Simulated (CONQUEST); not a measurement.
This CONQUEST 1.3 run on Ta needs a look.

Contents of Conquest_input:

```
IO.Title Ta
IO.Coordinates coords.dat
IO.FractionalAtomicCoords F
IO.Iprint 2
IO.Iprint_init 1
General.NumberOfSpecies 1
General.PseudopotentialType hamann
General.FunctionalType 3
General.DifferentFunctional T
AtomMove.TypeOfRun static
AtomMove.FullStress T
Grid.GridCutoff 80
DM.SolutionMethod diagon
Diag.MPMesh T
Diag.GammaCentred T
Diag.MPMeshX 1
Diag.MPMeshY 1
Diag.MPMeshZ 1
Diag.kT 0.00367493
minE.SCTolerance 1e-6
Diag.SmearingType 1
Diag.MPOrder 2
SC.MaxIters 80
IO.AtomChargeOutput T
SC.KerkerPreCondition T
SC.KerkerFactor 0.3
SC.LinearMixingFactor 0.3
%block ChemicalSpeciesLabel
1 180.950 Ta
%endblock
```

coords.dat

```
    6.2409339101     0.0000000000     0.0000000000
    0.0000000000     6.2409339101     0.0000000000
    0.0000000000     0.0000000000    47.0686935998
7
  3.1204669551   3.1204669551  32.8957476743 1 T T T
  0.0000000000   0.0000000000  29.7752807162 1 T T T
  3.1204669551   3.1204669551  26.6548137580 1 T T T
  0.0000000000   0.0000000000  23.5343467999 1 T T T
  3.1204669551   3.1204669551  20.4138798418 1 T T T
  0.0000000000   0.0000000000  17.2934128836 1 T T T
  3.1204669551   3.1204669551  14.1729459255 1 T T T
```

Potentials or basis: PseudoDojo NC PBEsol, SZP, grid cutoff 80 Ha.

The run is started by

```bash
$ OMP_NUM_THREADS=1 Conquest
```

Output:

```text
Simulation cell dimensions:     6.2409 a0 x     6.2409 a0 x    47.0687 a0

      Atomic coordinates (a0)
         Atom         X         Y         Z  Species
            1    3.1205    3.1205   32.8957        1
            2    0.0000    0.0000   29.7753        1
            3    3.1205    3.1205   26.6548        1
            4    0.0000    0.0000   23.5343        1
            5    3.1205    3.1205   20.4139        1
            6    0.0000    0.0000   17.2934        1
            7    3.1205    3.1205   14.1729        1

         Monkhorst-Pack mesh:   1 x   1 x   1 gamma-centred
        This calculation includes non-local pseudopotentials,
         with a maximum core radius of      7.69991177

    Job title: Ta
    Job to be run: static calculation

    Ground state search:
      Support functions represented with PAO basis
      1:1 PAO to SF mapping
      Non-spin-polarised electrons
      Solving for the K matrix using diagonalisation
      Using order  2 Methfessel-Paxton smearing

    Integration grid size:     32 x   32 x  192
[... 154 lines left out ...]
      |  XC correction           =       -31.259698320764549 Ha
      | GS Energy with kT -> 0   =      -455.235745499595851 Ha
      | Free Energy as E-TS      =      -455.236585982419228 Ha
      |* Harris-Foulkes energy   =      -455.233224051125603 Ha
      |* DFT total energy        =      -455.233227927834434 Ha
      |  estimated accuracy      =         0.000003876708831 Ha

    force: Forces on atoms (Ha/a0)
    force:  Atom   X              Y              Z
    force:     1  -0.0000000000  -0.0000000000   0.0530020200
    force:     2  -0.0000000000  -0.0000000000   0.0066009607
    force:     3  -0.0000000001  -0.0000000001  -0.0134207343
    force:     4  -0.0000000000  -0.0000000000   0.0000002756
    force:     5  -0.0000000001  -0.0000000001   0.0134205600
    force:     6  -0.0000000000  -0.0000000000  -0.0066004869
    force:     7  -0.0000000000  -0.0000000000  -0.0530021169

    force: Maximum force :        0.05300212(Ha/a0) on atom         7 in z direction
    force: Force Residual:        0.02943711 Ha/a0
    force: Total stress:         18.05739603     0.00000000     0.00000000 GPa
                            -0.00000000    18.05739603     0.00000000
                             0.00000000     0.00000000   -15.79271834
    force: Average pressure:     -6.77402457 GPa

    force: Finished force
    get_E_and_F: Change in energy during last step of electronic optimisation: -0.39585E-06

    BIBLIOGRAPHY: Please consider citing the following references in the conquest.bib file

    CONQUEST:         Bowler2002pt, Miyazaki2004, Nakata2020
    Basis:            Bowler2019
    DM:               Bowler:2006xr
    Pseudopotentials: Hamann2013, Bowler2019
    XC functional:    Perdew1992

    Warnings written to file Conquest_warnings; please check
```

**Question.** What happened, and what is wrong with the input?

**Answer.** The calculation finished and met its thresholds. The input holds a flaw that was put in on purpose: one k-point for a small cell (Diag.MPMeshX = 1; Diag.MPMeshY = 1; Diag.MPMeshZ = 1). The program doesn't stop on it, so the numbers can't be trusted though the run ends normally.
